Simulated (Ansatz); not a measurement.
# KBi2Te2Pb2S3: the cost of one run

Computed with Ansatz 0.2.0 (DFT PBE+D3(BJ), scalar-relativistic, plane waves, PAW, unless a step's input says otherwise).

A COD entry behind a cell of this session may itself be a prediction, so a difference from it is no test against experiment.

3 further runs of the same task are left out: 3 set aside as unsound or not needed.

## (1) The starting structure

It takes space group P-3m1 (No. 164, trigonal). The conventional cell has a = 4.224 Å, b = 4.224 Å, c = 16.710 Å, α = 90.00°, β = 90.00°, γ = 120.00°. Bi (site symmetry 3m) has 3 S at 3.00 Å and 3 Te at 3.03 Å as nearest neighbours. Around Te (site symmetry 3m) lie 3 Bi at 3.03 Å. Around Pb (site symmetry 3m) lie 6 S at 2.97 Å. Around S (site symmetry 3m) lie 3 Pb at 2.97 Å and 3 Bi at 3.00 Å. S (site symmetry -3m) has 6 Pb at 2.97 Å as nearest neighbours.

As a file:

```
CELL_PARAMETERS angstrom
4.22393 0.00000 0.00000
-2.11197 3.65803 0.00000
0.00000 0.00000 16.71029
ATOMIC_POSITIONS crystal
Bi 0.00000 0.00000 0.19294
Bi 0.00000 0.00000 0.80706
Te 0.33333 0.66667 0.91492
Te 0.66667 0.33333 0.08508
Pb 0.33333 0.66667 0.60186
Pb 0.66667 0.33333 0.39814
S 0.33333 0.66667 0.29707
S 0.66667 0.33333 0.70293
S 0.00000 0.00000 0.50000
```

It is the result of an earlier relaxation at this level (volume 28.69 Å³/atom; gap on the mesh: 0.29 eV).

Reference energy of this cell: -65279.1004 eV (9 atoms, 12×12×2 mesh, zero smearing).

## (2) Next: 1 K put on empty site 1 in one host cell

The empty site lies 2.82 Å from the nearest host atom; the cell of 1 host cell is widened for the start only if the site is tight.

The cell holds 2 Bi, 2 Te, 2 Pb, 3 S, 1 K: a = 4.224 Å, b = 4.224 Å, c = 18.548 Å, α = 90.00°, β = 90.00°, γ = 120.00°.

## (3) A first look at the start

Contents of input.yaml:

```yaml
crystal:
  lattice:
    - [4.2239300113, 0.0, 0.0]
    - [-2.1119650057, 3.6580306936, 0.0]
    - [0.0, 0.0, 18.5475449333]
  atoms:
    - { symbol: Bi, position: [1.0, 0.0, 0.1738250392] }
    - { symbol: Bi, position: [0.0, 1.0, 0.7271184183] }
    - { symbol: Te, position: [0.3333333333, 0.6666666667, 0.8242909894] }
    - { symbol: Te, position: [0.6666666667, 0.3333333333, 0.0766524686] }
    - { symbol: Pb, position: [0.3333333333, 0.6666666667, 0.5422455036] }
    - { symbol: Pb, position: [0.6666666667, 0.3333333333, 0.3586979539] }
    - { symbol: S, position: [0.3333333333, 0.6666666667, 0.2676440209] }
    - { symbol: S, position: [0.6666666667, 0.3333333333, 0.6332994366] }
    - { symbol: S, position: [0.0, 0.0, 0.4504717287] }
    - { symbol: K, position: [0.0, 0.0, -0.0495282707] }
basis:
  ecutwfc: 420
kpoints:
  mp_grid: { grid: [6, 6, 1] }
hamiltonian:
  xc: pbe
  dispersion: d3bj
scf:
  occupations: { method: gaussian, width: 0.1 }
output:
  forces: true
  stress: true
  eigenvalues: true
```

Launch:

```
> ansatz run input.yaml --threads 2 --pin off --max-ram 5120MiB --backend cpu --events-out ev --progress --plain --runs-dir out
```

Q: Estimate wall time and peak memory on 2 threads of AMD EPYC 7R13 (Zen 3), shared host.

About 7.1 s, with a peak of 0.75 GiB.
